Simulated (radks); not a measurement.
# Yb⁺ inside a hard spherical wall

One table from this session's results is given with a row withheld; the runs are named, their logs left out.

The numbers are computed with radks (a radial shooting solver on a logarithmic mesh, Libxc functionals) version 1 (scalar-relativistic Kohn-Sham, LDA (Slater exchange, VWN5 correlation), spin-polarised, spherical densities, finite nucleus; open shells are filled with parallel spins first), except any that are marked as measured or tabulated.

### Starting point

```
element            : ytterbium (Z = 70)
charge             : +1
electrons          : 69
configuration      : [Xe] 4f14 6s1
nuclear rms radius : 5.3108 fm
```

Outer shells as boxes (Hund's rule):

Yb⁺
```
[Xe] core
4f [↑↓][↑↓][↑↓][↑↓][↑↓][↑↓][↑↓]
6s [↑ ]
```

Set-up of the first run:

Input:

```text
Z 70
configuration [Xe] 4f14 6s1 5d0 6p0 7s0
relativity scalar-relativistic
functional lda,vwn5
spin polarised
nucleus finite rms 5.3108 fm
c 137.035999084
```

Steps of the session up to this table: The free atom; Wall at 12 bohr; Wall at 10 bohr; Wall at 8 bohr; Wall at 7 bohr; Wall at 6 bohr; Wall at 4 bohr; Wall at 3.5 bohr; Wall at 3 bohr; Wall at 2 bohr; Wall at 1.5 bohr.

One table of the session follows, with a row left open; its other results are not shown here.

| R (bohr) | E − E(free) (eV) | ε(6s) (eV) | ε(5d, empty) (eV) | ε(6p, empty) (eV) | ε(7s, empty) (eV) |
| --- | --- | --- | --- | --- | --- |
| free | 0.000 | -9.866 | -6.970 | -5.914 | -2.901 |
| 12 | 0.000 | -9.865 | -6.969 | -5.907 | -2.547 |
| 10 | 0.004 | -9.857 | -6.958 | -5.857 | -1.801 |
| 8 | 0.058 | -9.754 | -6.858 | -5.519 | 0.611 |
| 7 | 0.210 | -9.518 | -6.664 | -4.928 | 3.525 |
| 6 | 0.715 | -8.837 | -6.188 | -3.509 | 9.176 |
| 4 | 8.671 | -0.654 | -1.938 | 9.604 | 47.738 |
| 3.5 | ? | ? | ? | ? | ? |
| 3 | 40.937 | 23.188 | 8.680 | 41.322 | 122.84 |
| 2 | 324.07 | 149.87 | 63.142 | 187.33 | 417.51 |
| 1.5 | 1223.3 | 417.70 | 184.07 | 475.53 | 945.78 |

Q: Estimate the row for R (bohr) = 3.5 from the others.

Worked estimate for «E − E(free) (eV)». A straight line through the neighbours (4, 8.671) and (3, 40.937) gives 8.671 + (40.937 − 8.671) × (3.5 − 4) / (3 − 4) = 24.804; a parabola fitted to 4 rows on both sides gives 19.547.

The run gave: E − E(free) (eV): 17.936; ε(6s) (eV): 7.112; ε(5d, empty) (eV): 1.618; ε(6p, empty) (eV): 20.472; ε(7s, empty) (eV): 74.879. In «E − E(free) (eV)» the line misses by +6.868 and the parabola by +1.611.

What this shows: Eigenvalues are for spin up. Shells are not refilled when levels cross, and a hard wall is a model, not a crystal.
